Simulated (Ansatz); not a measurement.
**GeNH₃+ (quartet): from Hartree-Fock to the top rungs, cc-pVDZ**

One table from this session's results is given with a row withheld; the runs are named, their logs left out.

Program: Ansatz 0.2.0, Gaussian basis. Level of theory: cc-pVDZ, core rule «outside noble gas», up to 15 orbitals frozen. These are calculated values, not measurements.

To be run: UHF; CCSD(T) on ROHF; CCSD(T) on UHF; BCCD(T) on ROHF; CISD; CCSDT(Q) on ROHF; CCSDT(Q) on UHF; CASSCF and MRCISD+Q, 11 electrons in 11 orbitals; CASSCF and NEVPT2, 11 electrons in 11 orbitals.

27 further runs of the same task are left out: 12 that didn't finish, 15 set aside as unsound or not needed.

## What is computed

The geometry is a PBE0/def2-TZVP stationary point (not a proven minimum) of the parent state, kept for this charge and spin. No spin-orbit coupling is included. The filled d shell of Ge may be among the frozen orbitals whatever the setting's name suggests; the logs give the count.

5 atoms, charge 1, spin multiplicity 4.

Atoms are counted from 1 here; the program's logs count them from 0.

Bond lengths: Ge1–N2 1.865 Å, Ge1–H3 1.554 Å, Ge1–H4 1.554 Å, N2–H5 1.023 Å. Angles: N2–Ge1–H3 104.9°, N2–Ge1–H4 104.9°, H3–Ge1–H4 108.3°, Ge1–N2–H5 114.1°.

Set-up of the first run:

in.yaml

```yaml
crystal:
  periodic: [false, false, false]
  atoms:
    - {symbol: Ge, position_ang: [-0.047913, 0.000000, 0.304305]}
    - {symbol: N, position_ang: [0.195038, 0.000001, -1.544631]}
    - {symbol: H, position_ang: [0.709871, -1.259522, 0.807100]}
    - {symbol: H, position_ang: [0.709872, 1.259520, 0.807101]}
    - {symbol: H, position_ang: [-0.677115, 0.000001, -2.080067]}
basis:
  gaussian: {orbitals: cc-pVDZ}
total_charge: 1
magnetization: {spin_polarized: true, initial_magnetization: 3}
hamiltonian: {xc: hf}
output: {orbitals: {seedname: orbitals}}
```

On the command line:

```
ansatz run in.yaml --threads 1 --pin off --events-out ev --progress --plain --max-ram 2393MiB
```

Steps of the session up to this table: UHF; CCSD(T) on ROHF; CCSD(T) on UHF; BCCD(T) on ROHF; CISD; CCSDT(Q) on ROHF; CCSDT(Q) on UHF; CASSCF and MRCISD+Q, 11 electrons in 11 orbitals; CASSCF and NEVPT2, 11 electrons in 11 orbitals.

One table of the session follows, with a row left open; its other results are not shown here.

```
          method  from UCCSDT(Q) (meV)
            ROHF               +6103.2
             UHF               +5877.6
            RMP2               +1235.9
            UMP2                     ?
           RCCSD                +169.7
           UCCSD                +161.2
        RCCSD(T)                 +43.9
        UCCSD(T)                 +38.0
         BCCD(T)                 +43.7
          RCCSDT                 +12.6
          UCCSDT                  +6.2
       RCCSDT(Q)                  +7.0
       UCCSDT(Q)                     0
  CASSCF valence               +3936.7
  NEVPT2 valence                +933.3
  MRCISD valence                +254.9
MRCISD+Q valence                 +52.4
```

Q: Estimate the row for UMP2 from the others.

The run gave: from UCCSDT(Q) (meV): +1208.5. In the column «from UCCSDT(Q) (meV)» it lies between NEVPT2 valence (+933.3) and RMP2 (+1235.9).

Not comparable, so not listed: CISD (they don't share determinant, frozen orbitals or solution with the rows shown, or repeat one).

To keep in mind: Restricted and unrestricted rows rest on different reference determinants; where their highest levels disagree by more than a few hundredths of an eV, they describe different states and don't form one ladder.
